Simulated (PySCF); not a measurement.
# Re²⁺: excitation energy in ANO-RCC-VTZP

Each state of rhenium is computed at each level; their differences give the excitation energy. How far do the methods differ?

The numbers are computed with PySCF 2.14.0 (unrestricted determinants in a Gaussian basis, no spin-orbit coupling in the energies), except any that are marked as measured or tabulated.

## 1. The atom as given

| Quantity | Value |
| --- | --- |
| Element | rhenium (Z = 75) |
| Basis | ANO-RCC-VTZP (8s7p5d3f2g1h, 104 functions) |
| Hamiltonian | the spin-free X2C one-electron Hamiltonian (Gaussian nucleus) |
| State 1 | Re²⁺: [Xe] 4f14 5d4 6s1, high-spin 6D determinant (an excited configuration) |
| Needed too, but not shown | Re²⁺ [Xe] 4f14 5d5 (6S) |
| Methods | PBEsol, MN15, B3LYP |

Outer shells as boxes (Hund's rule):

Re2+ [Xe] 4f14 5d4 6s1
```
[Xe] core
4f [↑↓][↑↓][↑↓][↑↓][↑↓][↑↓][↑↓]
5d [↑ ][↑ ][↑ ][↑ ][  ]
6s [↑ ]
```

The runs were made by one driver on top of PySCF. The scripts below sum up each run's settings (the driver also hands on starting orbitals that pick excited configurations, and frozen orbitals as a list rather than a count), and the logs come from the driver's own runs. The driver starts from symmetry-adapted Hartree-Fock orbitals, holds the occupation by maximum overlap and uses a logarithmic radial grid for functionals, so a plain start would take other cycles.

The integrals over 104 functions and the set-up took 35 s of CPU time.

## 2. Re²⁺ [Xe] 4f14 5d4 6s1

**PBEsol**

input.py reads:

```python
from pyscf import gto, scf, dft, mp, cc
import basis_set_exchange as bse
mol = gto.M(atom="Re 0 0 0", charge=2, spin=5, symmetry="D2h",
            basis=gto.basis.parse(bse.get_basis("ANO-RCC-VTZP", elements=["Re"], fmt="nwchem")),
            nucmod="G")
mf = dft.UKS(mol, xc="PBEsol").sfx2c1e()
mf.irrep_nelec = {'Ag': (11, 9), 'B1g': (3, 2), 'B2g': (3, 2), 'B3g': (3, 2), 'Au': (1, 1), 'B1u': (6, 6), 'B2u': (6, 6), 'B3u': (6, 6)}
mf.kernel()
```

**MN15**

Changes to input.py:

```diff
@@ -5,3 +5,3 @@
             nucmod="G")
-mf = dft.UKS(mol, xc="PBEsol").sfx2c1e()
+mf = dft.UKS(mol, xc="MN15").sfx2c1e()
 mf.irrep_nelec = {'Ag': (11, 9), 'B1g': (3, 2), 'B2g': (3, 2), 'B3g': (3, 2), 'Au': (1, 1), 'B1u': (6, 6), 'B2u': (6, 6), 'B3u': (6, 6)}
```

**B3LYP**

Changes to input.py:

```diff
@@ -5,3 +5,3 @@
             nucmod="G")
-mf = dft.UKS(mol, xc="MN15").sfx2c1e()
+mf = dft.UKS(mol, xc="B3LYP").sfx2c1e()
 mf.irrep_nelec = {'Ag': (11, 9), 'B1g': (3, 2), 'B2g': (3, 2), 'B3g': (3, 2), 'Au': (1, 1), 'B1u': (6, 6), 'B2u': (6, 6), 'B3u': (6, 6)}
```

Q: Predict the outcome of this session.

**Answer**, as computed:

| quantity | value |
| --- | --- |
| excitation energy, Re²⁺ → [Xe] 4f14 5d4 6s1 | UHF 2.679, B3LYP 2.229 eV |

The methods span 0.469 eV, from PBEsol (2.210) to UHF (2.679). No reference value is at hand in this session. The basis is finite, and no extrapolation was made.
